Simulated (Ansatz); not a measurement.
**AlAsH2 (triplet): the correlation ladder, cc-pVDZ**

How much of the correlation energy of AlAsH2 (triplet) does each wave-function method recover here?

The runs use Ansatz 0.2.0, Gaussian basis; cc-pVDZ, core rule «outside noble gas», up to 19 orbitals frozen.

Plan: UHF; CCSD(T) on ROHF; CCSD(T) on UHF; BCCD(T) on ROHF; CISD; CCSDT(Q) on ROHF; CCSDT(Q) on UHF; CCSDTQ on ROHF.

9 further runs of the same task are left out: 5 for a known fault of the program, 4 set aside as unsound or not needed.

### Step 1. The geometry

The geometry is a PBE0/def2-TZVP stationary point (not a proven minimum) of the parent state, kept for this charge and spin. No spin-orbit coupling is included. The filled d shell of As may be among the frozen orbitals whatever the setting's name suggests; the logs give the count.

4 atoms, charge 0, spin multiplicity 3.

Atoms are counted from 1 here; the program's logs count them from 0.

Bond lengths: Al1–As2 2.523 Å, As2–H3 1.535 Å, As2–H4 1.535 Å. Angles: Al1–As2–H3 80.9°, Al1–As2–H4 80.9°, H3–As2–H4 90.2°.

### Step 2. UHF

Input file in.yaml:

```yaml
crystal:
  periodic: [false, false, false]
  atoms:
    - {symbol: Al, position_ang: [-0.010266, 0.000001, 1.863024]}
    - {symbol: As, position_ang: [0.031352, 0.000000, -0.659252]}
    - {symbol: H, position_ang: [-1.027816, -1.087510, -0.434086]}
    - {symbol: H, position_ang: [-1.027822, 1.087503, -0.434087]}
basis:
  gaussian: {orbitals: cc-pVDZ}
magnetization: {spin_polarized: true, initial_magnetization: 2}
hamiltonian: {xc: hf}
output: {orbitals: {seedname: orbitals}}
```

Launch:

```bash
$ ansatz run in.yaml --threads 1 --pin off --events-out ev --progress --plain --max-ram 4096MiB --backend cpu
```

After this run come: CCSD(T) on ROHF; CCSD(T) on UHF; BCCD(T) on ROHF; CISD; CCSDT(Q) on ROHF; CCSDT(Q) on UHF; CCSDTQ on ROHF.

**Question.** What will the summary of the whole plan be? Wanted: RCCSDTQ below the RHF energy; RMP2 from RCCSDTQ; UMP2 from RCCSDTQ; RCCSD from RCCSDTQ; RCCSD(T) from RCCSDTQ; UCCSD(T) from RCCSDTQ; RCCSDT(Q) from RCCSDTQ; UCCSDT(Q) from RCCSDTQ; T1 diagnostic.

The runs gave:

| quantity | value |
| --- | --- |
| RCCSDTQ below the RHF energy | -5.0951 eV |
| RMP2 from RCCSDTQ | +1101.4 meV |
| UMP2 from RCCSDTQ | +1087.4 meV |
| RCCSD from RCCSDTQ | +213.8 meV |
| RCCSD(T) from RCCSDTQ | +42.7 meV |
| UCCSD(T) from RCCSDTQ | +41.4 meV |
| RCCSDT(Q) from RCCSDTQ | +0.9 meV |
| UCCSDT(Q) from RCCSDTQ | -0.4 meV |
| levels within 1 kcal/mol (43 meV) | RCCSD(T), UCCSD(T), BCCD(T), RCCSDT, UCCSDT, RCCSDT(Q), UCCSDT(Q) |
| T1 diagnostic | 0.039 |

RCCSD(T) misses by +42.7 meV, 0.8 % of the correlation energy. These misses are within one basis, not against nature; the frozen cores of restricted and unrestricted runs differ, which can shift their rows.
